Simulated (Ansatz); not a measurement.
# NaAs (singlet): from Hartree-Fock to the top rungs at distance As1–Na2 = 2.967 Å, cc-pVDZ

Aim: climb from Hartree-Fock through coupled cluster and multireference methods for NaAs (singlet) at one geometry and basis, and see what each rung misses.

Program: Ansatz 0.2.0, Gaussian basis. Level of theory: cc-pVDZ, core rule «outside noble gas», up to 19 orbitals frozen. These are calculated values, not measurements.

To be run: UHF; CCSD(T) on RHF; CCSD(T) on UHF; BCCD(T) on RHF; CISD; CCSDT(Q) on RHF; CCSDT(Q) on UHF; CCSDTQ on RHF; CASSCF and MRCISD+Q, 2 electrons in 2 orbitals; CASSCF and NEVPT2, 2 electrons in 2 orbitals; Full CI.

69 further runs of the same task are left out: 50 for a known fault of the program, 12 that didn't finish, 7 set aside as unsound or not needed. Runs told in other sessions of the task aren't counted.

## 1. The geometry

The geometry derives from a PBE0/def2-TZVP stationary point (not a proven minimum). One bond is set to the value named and the two fragments are kept rigid. No spin-orbit coupling is included. The filled d shell of As may be among the frozen orbitals whatever the setting's name suggests.

2 atoms, charge 0, spin multiplicity 1.

Atoms are counted from 1 here; the program's logs count them from 0.

Bond lengths: As1–Na2 2.967 Å.

## 2. UHF

Input file in.yaml:

```yaml
crystal:
  periodic: [false, false, false]
  atoms:
    - {symbol: As, position_ang: [0.000000, 0.000000, 0.000000]}
    - {symbol: Na, position_ang: [0.000000, 0.000000, 2.967000]}
basis:
  gaussian: {orbitals: cc-pVDZ}
magnetization: {spin_polarized: true, initial_magnetization: 0}
hamiltonian: {xc: hf}
output: {orbitals: {seedname: orbitals}}
```

On the command line:

```console
ansatz run in.yaml --threads 1 --pin off --events-out ev --progress --plain --max-ram 2393MiB
```

The runs that follow: CCSD(T) on RHF; CCSD(T) on UHF; BCCD(T) on RHF; CISD; CCSDT(Q) on RHF; CCSDT(Q) on UHF; CCSDTQ on RHF; CASSCF and MRCISD+Q, 2 electrons in 2 orbitals; CASSCF and NEVPT2, 2 electrons in 2 orbitals; Full CI.

Before running them: what should the planned runs give, taken together? Wanted: FCI from the RHF energy; RMP2 from FCI; RCCSD from FCI; RCCSD(T) from FCI; RCCSDT(Q) from FCI; NEVPT2 pair from FCI; MRCISD+Q pair from FCI; T1 diagnostic; effectively unpaired electrons.

**Answer**, as computed:

| quantity | value |
| --- | --- |
| FCI from the RHF energy | -3.2849 eV |
| RMP2 from FCI | +22.63 kcal/mol |
| RCCSD from FCI | +7.19 kcal/mol |
| RCCSD(T) from FCI | +4.11 kcal/mol |
| RCCSDT(Q) from FCI | -0.14 kcal/mol |
| NEVPT2 pair from FCI | +11.42 kcal/mol |
| MRCISD+Q pair from FCI | -0.23 kcal/mol |
| levels within 1 kcal/mol (43 meV) | RCCSDT, RCCSDT(Q), RCCSDTQ, MRCISD+Q pair |
| T1 diagnostic | 0.019 |
| effectively unpaired electrons | 2.05 |

What this shows: RCCSD(T) misses by +4.11 kcal/mol, 5.4 % of the correlation energy. RCCSDT(Q), MRCISD+Q pair fall below full CI, which methods that aren't variational can do. The occupations show strong static correlation (2.0 unpaired electrons where one determinant has 0). Of the multireference levels listed MRCISD+Q pair comes nearest in total energy (-0.23 kcal/mol), which doesn't show that its space is the better one. These misses are within one basis, not against nature.

The restricted and unrestricted ladders end 1.10 eV apart at CCSDT(Q), which points to two states or an unsound top rung; rows of one don't measure the error of the other.
